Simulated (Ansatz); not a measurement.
# Cl: the cost of one run

All numbers below are computed with Ansatz 0.2.0 (DFT PBE+D3(BJ), plane waves, PAW, scalar-relativistic, no spin polarisation).

### 1 The starting structure

The cell holds 12 atoms (Cl12): a = 7.663 Å, b = 7.663 Å, c = 7.663 Å, α = 90.00°, β = 90.00°, γ = 90.00°.

Coordinates:

```
CELL_PARAMETERS angstrom
7.66309 0.00000 0.00000
0.00000 7.66309 0.00000
0.00000 0.00000 7.66309
ATOMIC_POSITIONS crystal
Cl 0.39064 0.37461 0.19463
Cl 0.31505 0.42458 0.94778
Cl 0.64669 0.59946 0.67600
Cl 0.57644 0.70801 0.44703
Cl 0.85708 0.31847 0.03111
Cl 0.94986 0.29721 0.78598
Cl 0.00504 0.81117 0.69676
Cl 0.03383 0.86175 0.44032
Cl 0.62557 0.98692 0.02144
Cl 0.62033 0.02987 0.76206
Cl 0.03788 0.84311 0.05114
Cl 0.30042 0.82825 0.05133
```

### 2 Preparing the start

File input.yaml:

```yaml
crystal:
  lattice:
    - [7.663094, 0.0, 0.0]
    - [0.0, 7.663094, 0.0]
    - [0.0, 0.0, 7.663094]
  atoms:
    - { symbol: Cl, position: [0.3906445, 0.3746072, 0.1946284] }
    - { symbol: Cl, position: [0.3150484, 0.4245752, -0.0522239] }
    - { symbol: Cl, position: [0.6466886, 0.5994553, 0.6760002] }
    - { symbol: Cl, position: [0.5764351, 0.7080113, 0.4470294] }
    - { symbol: Cl, position: [0.8570786, 0.3184668, 1.0311135] }
    - { symbol: Cl, position: [0.9498563, 0.2972134, 0.7859846] }
    - { symbol: Cl, position: [0.0050404, 0.811166, 0.696758] }
    - { symbol: Cl, position: [0.0338264, 0.8617456, 0.4403196] }
    - { symbol: Cl, position: [0.6255675, -0.0130789, 1.0214387] }
    - { symbol: Cl, position: [0.6203261, 0.029871, 0.7620636] }
    - { symbol: Cl, position: [0.0378815, 0.8431055, 0.0511416] }
    - { symbol: Cl, position: [0.3004206, 0.8282457, 0.0513279] }
basis:
  ecutwfc: 420.0
kpoints:
  mp_grid: { grid: [1, 1, 1] }
hamiltonian:
  xc: pbe
  dispersion: d3bj
scf:
  occupations: { method: fermi_dirac, width: 0.02 }
  lower_state_search: "off"
relax:
  f_tol: 0.3
  max_steps: 15
  adjacent_minimum: "off"
output:
  write_density: true
  write_potential: true
  elf: true
  volumetric_format: npy
```

On the command line:

```
> ansatz run input.yaml --threads 1 --pin off --max-ram 3072MiB --backend cpu --events-out ev --progress --plain --runs-dir out
```

What time and memory should one allow on 1 thread of Arm Neoverse V1, shared host?

About 18 s, with a peak of 0.41 GiB.
